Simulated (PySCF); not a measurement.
**A diatomic session: YB**

One table from this session's results is given with a row withheld; the runs are named, their logs left out.

Method: Y def2-TZVPP with ECP28, B def2-TZVPP, scalar-relativistic core potentials; program: PySCF 2.14.0.

Set-up of the first run:

The job is set up so:

```yaml
atoms: Y, B
charge: 0
basis: Y def2-TZVPP with ECP28, B def2-TZVPP
Hamiltonian: scalar-relativistic core potentials
basis_functions: 87
electrons_treated: 16
masses_in_u: 88.9058, 11.0093
levels: PBE0, PBE, r²SCAN, M06-L, TPSS, MN15, B97-3, CAM-B3LYP, HF, MP2, SCS-MP2, CCSD, CCSD(T)
grid: 80 radial by 434 angular points
occupations: held fixed by the projection of orbital angular momentum
dissociation_limit: Y + B, each in its ground configuration
starting_distance_in_angstrom: 2.280
values_of_2S_to_try: 0, 2, 4
```

Command:

```
> OMP_NUM_THREADS=1 python dia.py task.json out
```

Among the steps run: Input; PBE0 along the bond; Higher solutions at PBE0; PBE (GGA); r²SCAN; M06-L; TPSS (meta-GGA); MN15; B97-3 (global hybrid GGA); CAM-B3LYP; UHF (mean field); Adding correlation.

One of the session's tables, all rows but one given; the rest of the session is left out.

It belongs to the step «The curves together». Energy (eV) from each level's lowest point:

| R (Å) | UHF | UHF-MP2 | UHF-SCS-MP2 | UHF-CCSD | UHF-CCSD(T) |
| --- | --- | --- | --- | --- | --- |
| 1.907 | 1.032 | 0.820 | 0.817 | n/a | n/a |
| 1.996 | 0.512 | 0.348 | 0.353 | 0.426 | 0.445 |
| 2.085 | 0.192 | 0.089 | 0.096 | 0.144 | 0.155 |
| 2.151 | 0.059 | 0.006 | 0.010 | 0.036 | 0.042 |
| 2.218 | 0.000 | 0.000 | 0.000 | 0.000 | 0.000 |
| 2.284 | 0.001 | 0.055 | 0.050 | 0.022 | 0.016 |
| 2.373 | ? | ? | ? | ? | ? |
| 2.484 | 0.247 | 0.468 | 0.447 | 0.320 | 0.300 |
| 2.617 | 0.520 | 0.844 | 0.819 | 0.623 | 0.598 |
| 2.795 | 0.925 | 1.368 | 1.341 | n/a | n/a |

Estimate the missing values for R (Å) = 2.373.

Worked estimate for «UHF». A straight line through the neighbours (2.284, 0.001) and (2.484, 0.247) gives 0.001 + (0.247 − 0.001) × (2.373 − 2.284) / (2.484 − 2.284) = 0.110; a parabola fitted to 4 rows on both sides gives 0.084.

**Answer.** UHF: 0.075; UHF-MP2: 0.203; UHF-SCS-MP2: 0.190; UHF-CCSD: 0.120; UHF-CCSD(T): 0.107. In «UHF» the line misses by +0.035 and the parabola by +0.009.

To keep in mind: At some levels the lowest empty orbital lies below the highest filled one (the two can be of opposite spin).
